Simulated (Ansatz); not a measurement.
# MgSn5: the cost of one run

Program: Ansatz 0.2.0. Level of theory: DFT PBEsol, scalar-relativistic, plane waves, PAW. These are calculated values, not measurements.

## 1. The starting structure

The structure is hexagonal, space group P-6m2 (No. 187). Conventional cell: a = 3.320 Å, b = 3.320 Å, c = 16.889 Å, α = 90.00°, β = 90.00°, γ = 120.00°. Mg (site symmetry -6m2) is surrounded by 6 Sn at 3.26 Å and 6 Mg at 3.32 Å. Sn (site symmetry 3m) is surrounded by 3 Mg at 3.26 Å and 9 Sn at 3.32 to 3.51 Å. Around Sn (site symmetry 3m) lie 12 Sn at 3.32 to 3.51 Å. Sn (site symmetry -6m2) is surrounded by 12 Sn at 3.32 to 3.45 Å.

As a file:

```cif
data_structure
_symmetry_space_group_name_H-M 'P-6m2'
_symmetry_Int_Tables_number 187
_cell_length_a 3.3202
_cell_length_b 3.3202
_cell_length_c 16.8891
_cell_angle_alpha 90.000
_cell_angle_beta 90.000
_cell_angle_gamma 120.000
_cell_volume 161.23
loop_
_atom_site_label
_atom_site_type_symbol
_atom_site_symmetry_multiplicity
_atom_site_Wyckoff_symbol
_atom_site_fract_x
_atom_site_fract_y
_atom_site_fract_z
_atom_site_occupancy
Mg1 Mg 1 a 0.00000 0.00000 0.00000 1
Sn1 Sn 2 i 0.66667 0.33333 0.84388 1
Sn2 Sn 2 g 0.00000 0.00000 0.66969 1
Sn3 Sn 1 f 0.66667 0.33333 0.50000 1
```

The structure comes from the Materials Project (structure only).

## 2. Self-consistent density

The input, input.yaml:

```yaml
crystal:
  lattice:
    - [3.3201703768, 0.0, 0.0]
    - [-1.6600851884, 2.8753518912, 0.0]
    - [0.0, 0.0, 16.889084]
  atoms:
    - { symbol: Mg, position: [0.0, 0.0, 0.0] }
    - { symbol: Sn, position: [0.66666667, 0.33333333, 0.843885] }
    - { symbol: Sn, position: [0.0, 0.0, 0.669691] }
    - { symbol: Sn, position: [0.66666667, 0.33333333, 0.5] }
    - { symbol: Sn, position: [0.0, 0.0, 0.330309] }
    - { symbol: Sn, position: [0.66666667, 0.33333333, 0.156115] }
basis:
  ecutwfc: 420
  fft_grid_basis: typed
kpoints:
  mp_grid: { grid: [12, 12, 2] }
hamiltonian:
  xc: pbesol
scf:
  occupations: { method: gaussian, width: 0.05 }
output:
  forces: true
  stress: true
  eigenvalues: true
  bader: true
  write_density: true
  volumetric_format: npy
  elf: true
```

Command:

```
$ ansatz run input.yaml --threads 2 --pin off --max-ram 4096MiB --backend cpu --events-out ev --progress --plain --runs-dir out
```

What time and memory should one allow on 2 threads of Arm Neoverse V1, shared host?

About 25 s, with a peak of 0.52 GiB.
